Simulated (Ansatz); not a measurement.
# HfZn2 (database structure): how the settings move a single-point run

How sensitive is a single-point run of HfZn2 (database structure) to its settings? A reference run comes first, then four runs with altered input.

Program: Ansatz 0.2.0. Level of theory: reference: DFT r2SCAN, plane waves, PAW, scalar-relativistic, no spin polarisation. These are calculated values, not measurements.

## 1. The structure to begin with

The structure is cubic, space group Fd-3m (No. 227). The conventional cell has a = 7.247 Å, b = 7.247 Å, c = 7.247 Å, α = 90.00°, β = 90.00°, γ = 90.00°. Hf (site symmetry -43m) is surrounded by 12 Zn at 3.00 Å and 4 Hf at 3.14 Å. Zn (site symmetry -3m) is surrounded by 6 Zn at 2.56 Å.

As a file:

```xyz
6
Lattice="0.0000 3.6237 3.6237 3.6237 0.0000 3.6237 3.6237 3.6237 0.0000" Properties=species:S:1:pos:R:3 pbc="T T T"
Hf    0.0000    0.0000    0.0000
Hf    1.8118    1.8118    1.8118
Zn    4.5296    4.5296    4.5296
Zn    4.5296    2.7178    2.7178
Zn    2.7178    2.7178    4.5296
Zn    2.7178    4.5296    2.7178
```

## 2. The reference run

Contents of input.yaml:

```yaml
crystal:
  lattice:
    - [0.0, 3.623698, 3.623698]
    - [3.623698, 0.0, 3.623698]
    - [3.623698, 3.623698, 0.0]
  atoms:
    - { symbol: Hf, position: [0.0, 0.0, 0.0] }
    - { symbol: Hf, position: [0.25, 0.25, 0.25] }
    - { symbol: Zn, position: [0.625, 0.625, 0.625] }
    - { symbol: Zn, position: [0.125, 0.625, 0.625] }
    - { symbol: Zn, position: [0.625, 0.625, 0.125] }
    - { symbol: Zn, position: [0.625, 0.125, 0.625] }
  symmetry: { tolerance: 0.0003 }
kpoints:
  mp_grid: { grid: [4, 4, 4], shift: [0, 0, 0] }
magnetization:
  spin_polarized: false
scf:
  occupations: { method: fermi_dirac }
hamiltonian:
  pseudopotentials: { kind: paw }
  xc: r2scan
basis:
  ecutwfc: 500
output:
  forces: true
  stress: true
  eigenvalues: true
```

Run with:

```
> ansatz run input.yaml --threads 1 --pin off --max-ram 2560MiB --backend cpu --events-out ev --progress --plain --runs-dir out
```

## 3. Variant: pseudopotentials.source jth

input.yaml, as its differences from that of step 2:

```diff
@@ -20,3 +20,3 @@
 hamiltonian:
-  pseudopotentials: { kind: paw }
+  pseudopotentials: { kind: paw, source: jth }
   xc: r2scan
@@ -28 +28,5 @@
   eigenvalues: true
+  write_density: true
+  write_potential: true
+  elf: true
+  volumetric_format: npy
```

## 4. Changed: occupations.method tetrahedron_uncorrected, ecutrho_ratio 4

input.yaml, as its differences from that of step 2:

```diff
@@ -18,3 +18,3 @@
 scf:
-  occupations: { method: fermi_dirac }
+  occupations: { method: tetrahedron_uncorrected }
 hamiltonian:
@@ -24,2 +24,3 @@
   ecutwfc: 500
+  ecutrho_ratio: 4
 output:
```

## 5. Changing settings: occupations.method cold, occupations.width 0.025, mixing.algorithm broyden, mixing.beta 0.1, mixing.ndim 4, xc pbesol

input.yaml, as its differences from that of step 2:

```diff
@@ -18,6 +18,7 @@
 scf:
-  occupations: { method: fermi_dirac }
+  occupations: { method: cold, width: 0.025 }
+  mixing: { algorithm: broyden, beta: 0.1, ndim: 4 }
 hamiltonian:
   pseudopotentials: { kind: paw }
-  xc: r2scan
+  xc: pbesol
 basis:
@@ -28 +29,5 @@
   eigenvalues: true
+  write_density: true
+  write_potential: true
+  elf: true
+  volumetric_format: npy
```

## 6. The same system, input altered

input.yaml, as its differences from that of step 2:

```diff
@@ -19,2 +19,3 @@
   occupations: { method: fermi_dirac }
+  max_iter: 75
 hamiltonian:
@@ -24,2 +25,3 @@
   ecutwfc: 500
+  ecutrho_ratio: 1
 output:
```

(Steps that only read results are left out.)

Q: Predict the outcome of this session. Wanted: for each run, ending; energy change; pressure; gap; force.

As calculated:

| run | ending | energy change | pressure (GPa) | gap (eV) | force (eV/Å) | cycles | time |
| --- | --- | --- | --- | --- | --- | --- | --- |
| reference | converged | 0 | 1.8 | 0.00 | 0.00 | 8 | 5.3 s |
| 1: pseudopotentials.source jth | converged | not comparable | 1.7 | 0.00 | 0.00 | 9 | 6.4 s |
| 2: occupations.method tetrahedron_uncorrected, ecutrho_ratio 4 | converged | +24.6 meV/atom (σ→0) | 1.7 | 0.00 | 0.00 | 8 | 5.4 s |
| 3: occupations.method cold, occupations.width 0.025, mixing.algorithm broyden, mixing.beta 0.1, mixing.ndim 4, xc pbesol | converged | not comparable | -0.6 | 0.00 | 0.00 | 15 | 7 s |
| 4: ecutrho_ratio 1 | converged | -391.3 meV/atom | 17.1 | 0.00 | 0.00 | 9 | 5.7 s |

Times don't compare one to one where runs were asked for different outputs or read a saved state (see the inputs); cycles may leave out searches for a lower state.

Residual by cycle in the longest SCF loop of each run; runs are numbered as in the table. The quantity is the density residual dr2, in eV.

| cycle | reference | run 1 | run 2 | run 3 | run 4 |
| --- | --- | --- | --- | --- | --- |
| 1 | 0.264 | 8.47 | 0.26 | 0.0173 | 0.332 |
| 2 | 0.0226 | 0.431 | 0.0215 | 0.0134 | 0.65 |
| 4 | 0.00198 | 0.212 | 0.00184 | 0.0011 | 0.00266 |
| 5 | 3.9e-4 | 0.0144 | 3.8e-4 | 1.5e-4 | 0.00147 |
| 6 | 7.1e-5 | 1.3e-4 | 7.2e-5 | 7.8e-5 | 2.1e-4 |
| 7 | 2.6e-6 | 5.6e-6 | 2.6e-6 | 2.7e-6 | 1.5e-5 |
| 9 | - | 1.0e-8 | - | 3.5e-7 | 3.2e-9 |
| 10 | - | - | - | 6.8e-8 | - |
| 11 | - | - | - | 4.5e-8 | - |
| 12 | - | - | - | 3.5e-8 | - |
| 14 | - | - | - | 2.2e-9 | - |
| 15 | - | - | - | 1.7e-9 | - |

**Reading.** Runs 1 and 4 ran under the cutoff that the potentials recommend, as the log warns, so basis error is mixed into their values, and swamps them where the cutoff is far short.

The reference has limits of its own: its mesh is coarse for a cell with so small a gap or none.
